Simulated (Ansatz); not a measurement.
**Cl₂GeH₄OSi: up Jacob's ladder to CCSD(T)**

The task here is to estimate one member of a computed series from the others.

The runs use Ansatz 0.2.0, Gaussian basis; functionals in def2-TZVPP, the program's frozen cores in correlated methods.

Plan: PBE-D4, r2SCAN-D4, PBE0-D4, B3LYP-D4, ωB97X-V, ωB97M-V, B2PLYP; CCSD(T)/def2-TZVPP; MP2/def2-QZVPP; extrapolation to the limit.

### The relaxed structure

All runs share one geometry, relaxed beforehand with PBE0-D4 in a triple-zeta def2 set.

SMILES `Cl[SiH2][O][GeH2][Cl]`, 9 atoms, charge 0, spin multiplicity 1.

Atoms are counted from 1 here; the program's logs count them from 0.

Bond lengths: Cl1–Si2 2.057 Å, Si2–O3 1.626 Å, Si2–H6 1.478 Å, Si2–H7 1.477 Å, O3–Ge4 1.766 Å, Ge4–Cl5 2.146 Å, Ge4–H8 1.529 Å, Ge4–H9 1.527 Å. Angles: Cl1–Si2–O3 110.1°, Cl1–Si2–H6 106.9°, Cl1–Si2–H7 108.0°, O3–Si2–H6 111.5°, O3–Si2–H7 108.0°, H6–Si2–H7 112.3°, Si2–O3–Ge4 134.9°, O3–Ge4–Cl5 107.5°, O3–Ge4–H8 109.5°, O3–Ge4–H9 106.2°, Cl5–Ge4–H8 108.1°, Cl5–Ge4–H9 108.7°, H8–Ge4–H9 116.5°.

As a file:

| atom | x (Å) | y (Å) | z (Å) |
| --- | --- | --- | --- |
| Cl1 | -0.9743 | -2.2786 | 0.5486 |
| Si2 | -0.6755 | -0.9684 | -1.0085 |
| O3 | -0.4453 | 0.5354 | -0.4352 |
| Ge4 | 0.4834 | 1.2336 | 0.8952 |
| Cl5 | 2.4431 | 0.3612 | 0.8438 |
| H6 | 0.5052 | -1.4499 | -1.7559 |
| H7 | -1.8975 | -0.9589 | -1.8376 |
| H8 | -0.1694 | 0.8576 | 2.2256 |
| H9 | 0.6045 | 2.7257 | 0.5931 |

The first run:

The input, in.yaml:

```yaml
crystal:
  periodic: [false, false, false]
  atoms:
    - {symbol: Cl, position_ang: [-0.974345, -2.278563, 0.548558]}
    - {symbol: Si, position_ang: [-0.675539, -0.968427, -1.008455]}
    - {symbol: O, position_ang: [-0.445320, 0.535391, -0.435220]}
    - {symbol: Ge, position_ang: [0.483354, 1.233630, 0.895235]}
    - {symbol: Cl, position_ang: [2.443062, 0.361173, 0.843788]}
    - {symbol: H, position_ang: [0.505160, -1.449934, -1.755947]}
    - {symbol: H, position_ang: [-1.897480, -0.958900, -1.837590]}
    - {symbol: H, position_ang: [-0.169405, 0.857622, 2.225552]}
    - {symbol: H, position_ang: [0.604513, 2.725705, 0.593078]}
basis:
  gaussian: {orbitals: def2-TZVPP}
hamiltonian: {xc: pbe, dispersion: d4}
output: {forces: true, orbitals: {seedname: orbitals}}
```

Among the steps run: PBE-D4 (GGA); r2SCAN-D4 (meta-GGA); PBE0-D4 (hybrid); B3LYP-D4 (hybrid); ωB97X-V (range-separated); ωB97M-V (range-separated); B2PLYP (double hybrid); CCSD(T) in def2-TZVPP; MP2 in def2-QZVPP.

One of the session's tables, all rows but one given; the rest of the session is left out.

| method | atomisation energy (eV) |
| --- | --- |
| PBE-D4 | 29.650 |
| r2SCAN-D4 | 29.859 |
| PBE0-D4 | 29.340 |
| B3LYP-D4 | ? |
| ωB97X-V | 30.005 |
| ωB97M-V | 29.767 |
| B2PLYP | 29.208 |
| HF/def2-TZVPP | 21.881 |
| MP2/def2-TZVPP | 29.696 |
| CCSD/def2-TZVPP | 28.631 |
| CCSD(T)/def2-TZVPP | 29.095 |
| MP2/CBS | 30.532 |
| CCSD(T)/CBS | 29.931 |

**Question.** Estimate the row for B3LYP-D4.

The run gave: atomisation energy (eV): 29.366. In the column «atomisation energy (eV)» it lies between PBE0-D4 (29.340) and PBE-D4 (29.650).
